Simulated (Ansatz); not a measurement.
# C2H8AlB: one species, many methods

The task here is to estimate one member of a computed series from the others.

Computed with Ansatz 0.2.0, Gaussian basis. Level: functionals in def2-TZVPP, the program's frozen cores in correlated methods.

Plan: LDA (SPW92), PBE-D4, revPBE-D4, BLYP-D4, r2SCAN-D4, B97M-V, PBE0-D4, B3LYP-D4, r2SCANh-D4, r2SCAN0-D4, HSE06-D4, BHLYP-D4, CAM-B3LYP-D4, LC-ωPBE, ωB97X-V, ωB97M-V, B2PLYP, PBE-QIDH; CCSD(T)/def2-SVP; MP2/def2-TZVPP; MP2/def2-QZVPP; RPA on PBE.

1 further run of the same task is left out (it didn't finish).

## The geometry

All runs share one geometry, relaxed beforehand with PBE0-D4 in a triple-zeta def2 set.

SMILES `C[BH][AlH][CH3]`, 12 atoms, charge 0, spin multiplicity 1.

Atoms are counted from 1 here; the program's logs count them from 0.

Bond lengths: C1–B2 1.560 Å, C1–H5 1.091 Å, C1–H6 1.094 Å, C1–H7 1.105 Å, B2–Al3 2.132 Å, B2–H8 1.208 Å, Al3–C4 1.963 Å, Al3–H9 1.602 Å, C4–H10 1.092 Å, C4–H11 1.096 Å, C4–H12 1.096 Å. Angles: B2–C1–H5 117.4°, B2–C1–H6 114.3°, B2–C1–H7 102.8°, H5–C1–H6 109.8°, H5–C1–H7 106.5°, H6–C1–H7 104.9°, C1–B2–Al3 127.0°, C1–B2–H8 114.8°, Al3–B2–H8 118.2°, B2–Al3–C4 123.7°, B2–Al3–H9 119.7°, C4–Al3–H9 116.6°, Al3–C4–H10 114.1°, Al3–C4–H11 110.1°, Al3–C4–H12 110.4°, H10–C4–H11 107.8°, H10–C4–H12 108.0°, H11–C4–H12 106.1°.

The first run:

in.yaml reads:

```yaml
crystal:
  periodic: [false, false, false]
  atoms:
    - {symbol: C, position_ang: [-1.778897, 1.402587, -0.230561]}
    - {symbol: B, position_ang: [-0.654227, 0.889644, 0.720433]}
    - {symbol: Al, position_ang: [0.345584, -0.990507, 0.625760]}
    - {symbol: C, position_ang: [1.924988, -1.329860, -0.488800]}
    - {symbol: H, position_ang: [-2.309651, 0.659134, -0.827282]}
    - {symbol: H, position_ang: [-2.497545, 2.076013, 0.245541]}
    - {symbol: H, position_ang: [-1.223996, 2.038843, -0.944201]}
    - {symbol: H, position_ang: [-0.289966, 1.688613, 1.550054]}
    - {symbol: H, position_ang: [-0.181444, -2.214781, 1.513782]}
    - {symbol: H, position_ang: [2.268368, -0.459183, -1.051631]}
    - {symbol: H, position_ang: [1.714642, -2.131448, -1.206187]}
    - {symbol: H, position_ang: [2.758944, -1.684254, 0.127092]}
basis:
  gaussian: {orbitals: def2-TZVPP}
hamiltonian: {xc: lda}
output: {orbitals: {seedname: orbitals}}
```

Command:

```console
$ ansatz run in.yaml --threads 2 --pin off --events-out ev --progress --plain --max-ram 4352MiB
```

Among the steps run: LDA; PBE-D4 (GGA); revPBE-D4 (GGA); BLYP-D4 (GGA); r2SCAN-D4 (meta-GGA); B97M-V (meta-GGA); B3LYP-D4 (hybrid); r2SCANh-D4 (hybrid); r2SCAN0-D4 (hybrid); HSE06-D4 (hybrid); BHLYP-D4 (hybrid); CAM-B3LYP-D4 (range-separated); LC-ωPBE (range-separated); ωB97X-V (range-separated); ωB97M-V (range-separated); B2PLYP (double hybrid); PBE-QIDH (double hybrid).

One table of the session follows, with a row left open; its other results are not shown here.

It belongs to the step «Orbital energies across the functionals». 

| functional | HOMO (eV) | LUMO (eV) | gap (eV) |
| --- | --- | --- | --- |
| LDA (SPW92) | -5.67 | -2.79 | 2.88 |
| PBE-D4 | -5.61 | -2.56 | 3.06 |
| revPBE-D4 | -5.58 | -2.45 | 3.13 |
| BLYP-D4 | -5.51 | -2.37 | 3.14 |
| r2SCAN-D4 | -5.83 | -2.23 | 3.60 |
| B97M-V | -5.87 | -2.36 | 3.52 |
| PBE0-D4 | -6.77 | -1.59 | 5.18 |
| B3LYP-D4 | -6.60 | -1.77 | 4.82 |
| r2SCANh-D4 | -6.26 | -1.90 | 4.36 |
| r2SCAN0-D4 | -6.91 | -1.41 | 5.50 |
| HSE06-D4 | ? | ? | ? |
| BHLYP-D4 | -7.86 | -0.54 | 7.32 |
| CAM-B3LYP-D4 | -8.11 | -0.47 | 7.65 |
| LC-ωPBE | -9.43 | 0.69 | 10.12 |
| ωB97X-V | -9.10 | 0.57 | 9.67 |
| ωB97M-V | -8.90 | 0.31 | 9.21 |

Q: Estimate the row for HSE06-D4 from the others.

**Answer.** HOMO (eV): -6.37; LUMO (eV): -1.97; gap (eV): 4.40. In the column «HOMO (eV)» it lies between B3LYP-D4 (-6.60) and r2SCANh-D4 (-6.26).
